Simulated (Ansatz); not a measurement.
# InNH2F2 (SMILES [NH2][In]([F])[F]) at MP2/def2-SVPD (core potential)

Aim: the vertical ionisation energy of InNH2F2 at MP2/def2-SVPD (core potential), from 2 runs. 

The results are computed with Ansatz 0.2.0.

31 further runs of the same task are left out: 31 set aside as unsound or not needed.

## (1) Starting point

The species is InNH2F2 (6 atoms), meant as a singlet with charge 0. SMILES: `[NH2][In]([F])[F]`. Geometry: relaxed at PBE0-D4/def2-TZVP.

Bond lengths: N1–In2 1.998 Å, In2–F3 1.935 Å, In2–F4 1.935 Å, N1–H5 1.011 Å, N1–H6 1.011 Å. Angles: N1–In2–F3 124.1°, N1–In2–F4 124.1°, F3–In2–F4 111.4°, In2–N1–H5 114.2°, In2–N1–H6 114.2°, H5–N1–H6 109.1°.

## (2) A single-point energy at MP2/def2-SVPD (core potential)

Contents of job.yaml:

```yaml
crystal:
  periodic: [false, false, false]
  atoms:
    - {symbol: "N", position_ang: [-0.259900, 1.155100, -0.280600]}
    - {symbol: In, position_ang: [0.271400, -0.745700, 0.029100]}
    - {symbol: F, position_ang: [1.862900, -1.284900, 0.989000]}
    - {symbol: F, position_ang: [-0.617400, -2.265700, -0.773500]}
    - {symbol: H, position_ang: [0.031700, 1.791300, 0.449400]}
    - {symbol: H, position_ang: [-1.246600, 1.285900, -0.459500]}
basis:
  gaussian:
    orbitals: def2-SVPD
correlation:
  method: mp2
  frozen_orbitals: {F: 1, H: 0, In: 4, "N": 1}
accuracy: high
```

The run is started by

```bash
$ ansatz run job.yaml --threads 1 --pin off --max-ram 3480MiB --events-out events.jsonl --progress --plain --runs-dir runs
```

Output:

```text
Warning: RAYON_NUM_THREADS=1 ignored (pool sized by the plan → 1); use --threads N
Functional definition: HF
  name "HF"
  exchange = exact_x
  correlation = 0
2460 factors; integrals over basis functions are off by at most 3.6e-9 eV
mean field evaluation 1: about -12065.5723 eV, gradient 5.0e1 eV
mean field evaluation 2: about -12065.6722 eV, gradient 5.0e1 eV
mean field evaluation 4: about -12070.1338 eV, gradient 2.2e0 eV
mean field evaluation 8: about -12070.1674 eV, gradient 3.0e-1 eV
mean field evaluation 16: about -12070.1678 eV, gradient 1.1e-8 eV
mean field -12070.16778511 eV, -443.5704846494 hartree, gradient 1.1e-8 eV, S^2 0.000000; 0 other end points of the search recorded, 0 dependent functions left out
7 core orbitals not correlated: weight in the atoms' cores, before any rotation towards them, 1.000 or more for the frozen orbitals, at most 0.000 for the correlated occupied ones
reference -12070.16778511 eV, -443.5704846494 hartree; 17, 17 occupied and 90, 90 virtual orbitals, 2460 factors
second order -18.58350608 eV of doubles, -0.00000000 eV of singles
Total energy: -12088.75129119 eV, -444.2534159015 hartree
```

It took 7.2 s on 1 thread of Arm Neoverse V1, shared host; peak memory 0.38 GiB.

## (3) The doublet cation, same level

Contents of run.yaml:

```yaml
crystal:
  periodic: [false, false, false]
  atoms:
    - {symbol: N, position_ang: [-0.259900, 1.155100, -0.280600]}
    - {symbol: In, position_ang: [0.271400, -0.745700, 0.029100]}
    - {symbol: F, position_ang: [1.862900, -1.284900, 0.989000]}
    - {symbol: F, position_ang: [-0.617400, -2.265700, -0.773500]}
    - {symbol: H, position_ang: [0.031700, 1.791300, 0.449400]}
    - {symbol: H, position_ang: [-1.246600, 1.285900, -0.459500]}
basis:
  gaussian:
    orbitals: def2-SVPD
total_charge: 1
magnetization:
  spin_polarized: true
  initial_magnetization: 1
correlation:
  method: mp2
  frozen_orbitals: {F: 1, H: 0, In: 4, "N": 1}
accuracy: high
```

The run is started by

```bash
$ ansatz run run.yaml --threads 1 --pin off --max-ram 3480MiB --events-out events.jsonl --progress --plain --runs-dir runs
```

Output:

```text
Warning: RAYON_NUM_THREADS=1 ignored (pool sized by the plan → 1); use --threads N
Functional definition: HF
  name "HF"
  exchange = exact_x
  correlation = 0
2460 factors; integrals over basis functions are off by at most 3.6e-9 eV
mean field evaluation 1: about -12051.5156 eV, gradient 5.1e1 eV
mean field evaluation 2: about -12051.6168 eV, gradient 5.1e1 eV
mean field evaluation 4: about -12060.5757 eV, gradient 2.5e0 eV
mean field evaluation 8: about -12060.6684 eV, gradient 3.8e-1 eV
mean field evaluation 16: about -12060.6713 eV, gradient 3.0e-6 eV
mean field -12060.67131866 eV, -443.2214959440 hartree, gradient 8.4e-8 eV, S^2 0.759333; 0 other end points of the search recorded, 0 dependent functions left out
7 core orbitals not correlated: weight in the atoms' cores, before any rotation towards them, 1.000 or more for the frozen orbitals, at most 0.000 for the correlated occupied ones
reference -12060.67131866 eV, -443.2214959440 hartree; 17, 16 occupied and 90, 91 virtual orbitals, 2460 factors
second order -17.16684910 eV of doubles, -0.00000000 eV of singles
Total energy: -12077.83816775 eV, -443.8523660122 hartree
```

It took 9 s on 1 thread of Arm Neoverse V1, shared host; peak memory 0.47 GiB.

## (4) Results

Level: MP2/def2-SVPD (core potential), 7 core orbitals frozen.

```
                                                    quantity          value
                               singlet InNH2F2: total energy  -444.25342 Eh
singlet InNH2F2: correlation energy (7 core orbitals frozen)     -682.9 mEh
                                doublet cation: total energy  -443.85237 Eh
 doublet cation: correlation energy (7 core orbitals frozen)     -630.9 mEh
           doublet cation: ⟨S²⟩ of the reference determinant          0.759
          vertical ionisation energy (to the doublet cation)      10.913 eV
```

The vertical ionisation energy comes to 10.91 eV (1053 kJ/mol).
